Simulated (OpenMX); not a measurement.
Here is an OpenMX 3.8.5 calculation.

The input AlSn.dat:

```
System.CurrrentDirectory             ./
System.Name                          AlSn
DATA.PATH                            ./DFT_DATA13
level.of.stdout                      1
level.of.fileout                     1
Species.Number                       2
<Definition.of.Atomic.Species
  Sn  Sn7.0-s3p2d2f1         Sn_PBE13
  Al  Al7.0-s3p2d2           Al_PBE13
Definition.of.Atomic.Species>

Atoms.Number                         2
Atoms.SpeciesAndCoordinates.Unit     FRAC
<Atoms.SpeciesAndCoordinates
    1  Sn    0.3333333333    0.6666666667    0.5000000000   7.000  7.000
    2  Al    0.0000000000    0.0000000000    0.0000000000   1.500  1.500
Atoms.SpeciesAndCoordinates>

Atoms.UnitVectors.Unit               Ang
<Atoms.UnitVectors
     4.1981056157    0.0000000000    0.0000000000
    -2.0990528078    3.6356661109    0.0000000000
     0.0000000000    0.0000000000    3.3068470000
Atoms.UnitVectors>

scf.XcType                           GGA-PBE
scf.SpinPolarization                 off
scf.ElectronicTemperature            580.226
scf.energycutoff                     500.0
scf.maxIter                          100
scf.EigenvalueSolver                 band
scf.Kgrid                            5 5 7
scf.Mixing.Type                      rmm-diisk
scf.Init.Mixing.Weight               0.05
scf.Min.Mixing.Weight                0.001
scf.Max.Mixing.Weight                0.3
scf.Mixing.History                   25
scf.Mixing.StartPulay                8
scf.criterion                        1.0e-8
scf.stress.tensor                    on
MD.Type                              nomd
Band.dispersion                      on
Band.Nkpath                          9
<Band.kpath
    9   0.000000  0.000000  0.000000    0.500000  0.000000  0.000000  G M
    5   0.500000  0.000000  0.000000    0.333333  0.333333  0.000000  M K
   11   0.333333  0.333333  0.000000    0.000000  0.000000  0.000000  K G
   10   0.000000  0.000000  0.000000    0.000000  0.000000  0.500000  G A
    9   0.000000  0.000000  0.500000    0.500000  0.000000  0.500000  A L
    5   0.500000  0.000000  0.500000    0.333333  0.333333  0.500000  L H
   11   0.333333  0.333333  0.500000    0.000000  0.000000  0.500000  H A
   10   0.500000  0.000000  0.500000    0.500000  0.000000  0.000000  L M
   10   0.333333  0.333333  0.000000    0.333333  0.333333  0.500000  K H
Band.kpath>
```

Potentials or basis: OpenMX 2013 PBE set, Sn7.0-s3p2d2f1, Al7.0-s3p2d2, grid cutoff 500 Ry.

The run is started by

```sh
$ openmx AlSn.dat -nt 1 > AlSn.std
```

(1) What does it give for the largest force?

(2) What does it give for the band gap along the path?

(3) Predict the pressure.

Results:

(1) 0.005 eV/Å.

(2) none (metal or under the smearing width).

(3) -1.1 GPa.

Caveat: spin-orbit coupling is left out, which moves the levels of the heavy elements; the basis of atomic orbitals isn't converged, which shifts pressures, moduli and gaps.
